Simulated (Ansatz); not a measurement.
# Cl2H5NSi2: up Jacob's ladder to CCSD(T)

Aim: compute Cl2H5NSi2 with functionals from several rungs and with coupled cluster, and see how far each lands from CCSD(T) at the basis-set limit for the atomisation energy.

Program: Ansatz 0.2.0, Gaussian basis. Level of theory: functionals in def2-TZVPP, the program's frozen cores in correlated methods. These are calculated values, not measurements.

Levels to be run: LDA (SPW92), PBE-D4, revPBE-D4, BLYP-D4, r2SCAN-D4, B97M-V, PBE0-D4, B3LYP-D4, r2SCANh-D4, r2SCAN0-D4, HSE06-D4, BHLYP-D4, CAM-B3LYP-D4, LC-ωPBE, ωB97X-V, ωB97M-V, B2PLYP, PBE-QIDH; CCSD(T)/def2-SVP; CCSD(T)/def2-TZVPP; MP2/def2-QZVPP; extrapolation to the limit; RPA on PBE.

## 1. The relaxed structure

The geometry comes from an earlier relaxation with PBE0-D4 in a triple-zeta def2 set; it is a stationary point, not always the lowest conformer.

SMILES `Cl[SiH2]N[SiH2]Cl`, 10 atoms, charge 0, spin multiplicity 1.

Atoms are counted from 1 here; the program's logs count them from 0.

Bond lengths: Cl1–Si2 2.059 Å, Si2–N3 1.715 Å, Si2–H6 1.478 Å, Si2–H7 1.477 Å, N3–Si4 1.715 Å, N3–H8 1.011 Å, Si4–Cl5 2.059 Å, Si4–H9 1.479 Å, Si4–H10 1.477 Å. Angles: Cl1–Si2–N3 112.2°, Cl1–Si2–H6 106.0°, Cl1–Si2–H7 107.4°, N3–Si2–H6 110.3°, N3–Si2–H7 107.9°, H6–Si2–H7 113.0°, Si2–N3–Si4 127.4°, Si2–N3–H8 116.3°, Si4–N3–H8 116.3°, N3–Si4–Cl5 112.2°, N3–Si4–H9 110.3°, N3–Si4–H10 107.9°, Cl5–Si4–H9 106.0°, Cl5–Si4–H10 107.4°, H9–Si4–H10 113.0°.

## 2. LDA

This LDA is Slater exchange with PW92 correlation.

in.yaml

```yaml
crystal:
  periodic: [false, false, false]
  atoms:
    - {symbol: Cl, position_ang: [-2.318700, -1.418130, 1.357156]}
    - {symbol: Si, position_ang: [-1.344973, 0.267495, 0.686118]}
    - {symbol: N, position_ang: [-0.248837, -0.080164, -0.585871]}
    - {symbol: Si, position_ang: [1.453779, -0.251187, -0.475813]}
    - {symbol: Cl, position_ang: [2.448073, 1.443580, -1.091562]}
    - {symbol: H, position_ang: [-2.402049, 1.188305, 0.216501]}
    - {symbol: H, position_ang: [-0.568013, 0.809768, 1.819630]}
    - {symbol: H, position_ang: [-0.652131, -0.197001, -1.505717]}
    - {symbol: H, position_ang: [1.918476, -1.340312, -1.361202]}
    - {symbol: H, position_ang: [1.797574, -0.473655, 0.943660]}
basis:
  gaussian: {orbitals: def2-TZVPP}
hamiltonian: {xc: lda}
output: {orbitals: {seedname: orbitals}}
```

Run with:

```console
$ ansatz run in.yaml --threads 4 --pin off --events-out ev --progress --plain --max-ram 10444MiB
```

After this run come: PBE-D4 (GGA); revPBE-D4 (GGA); BLYP-D4 (GGA); r2SCAN-D4 (meta-GGA); B97M-V (meta-GGA); B3LYP-D4 (hybrid); r2SCANh-D4 (hybrid); r2SCAN0-D4 (hybrid); HSE06-D4 (hybrid); BHLYP-D4 (hybrid); CAM-B3LYP-D4 (range-separated); LC-ωPBE (range-separated); ωB97X-V (range-separated); ωB97M-V (range-separated); B2PLYP (double hybrid); PBE-QIDH (double hybrid); CCSD(T) in def2-SVP; CCSD(T) in def2-TZVPP; MP2 in def2-QZVPP; RPA on PBE orbitals.

Before running them: what should the planned runs give, taken together? Wanted: atomisation energy, CCSD(T)/CBS; farthest beyond LDA; mean size of error, GGA; mean size of error, meta-GGA; mean size of error, hybrid; mean size of error, range-separated; mean size of error, double hybrid; gap, smallest and largest; T1 diagnostic.

The runs gave:

```
                               quantity                                             value
        atomisation energy, CCSD(T)/CBS                                     3273.3 kJ/mol
 functionals within 16.4 kJ/mol (0.5 %)  PBE-D4, r2SCAN-D4, B97M-V, CAM-B3LYP-D4, ωB97M-V
                    farthest beyond LDA                           BHLYP-D4 (-77.2 kJ/mol)
                mean size of error, GGA                                       47.0 kJ/mol
           mean size of error, meta-GGA                                       12.3 kJ/mol
             mean size of error, hybrid                                       42.7 kJ/mol
    mean size of error, range-separated                                       23.9 kJ/mol
      mean size of error, double hybrid                                       52.7 kJ/mol
              gap, smallest and largest         6.08 eV (LDA (SPW92)), 13.31 eV (LC-ωPBE)
                          T1 diagnostic                                            0.0098
triples share of the correlation energy                                             3.9 %
```

LDA overbinds by 377.7 kJ/mol (12 %). PBE-D4 is off by -12.5 kJ/mol. Double hybrids carry the basis error of their MP2 part in triple zeta, and no dispersion term here, so their miss is partly the set-up's. By mean error the best rung here is meta-GGA (12.3 kJ/mol) and the worst beyond LDA is double hybrid (52.7 kJ/mol). GGA functionals lie within the reference's doubt of that worst mean (47.0 kJ/mol), so those two tie. Misses under about 16.4 kJ/mol are within the doubt on the reference itself, which lacks core-valence correlation, relativity and higher excitations. Hartree-Fock recovers 74 % of the binding; the rest is correlation. CCSD(T) in def2-SVP is off by -296.0 kJ/mol, so the small basis spoils what the method gains. Orbital gaps span 6.1 to 13.3 eV; exact exchange widens them.
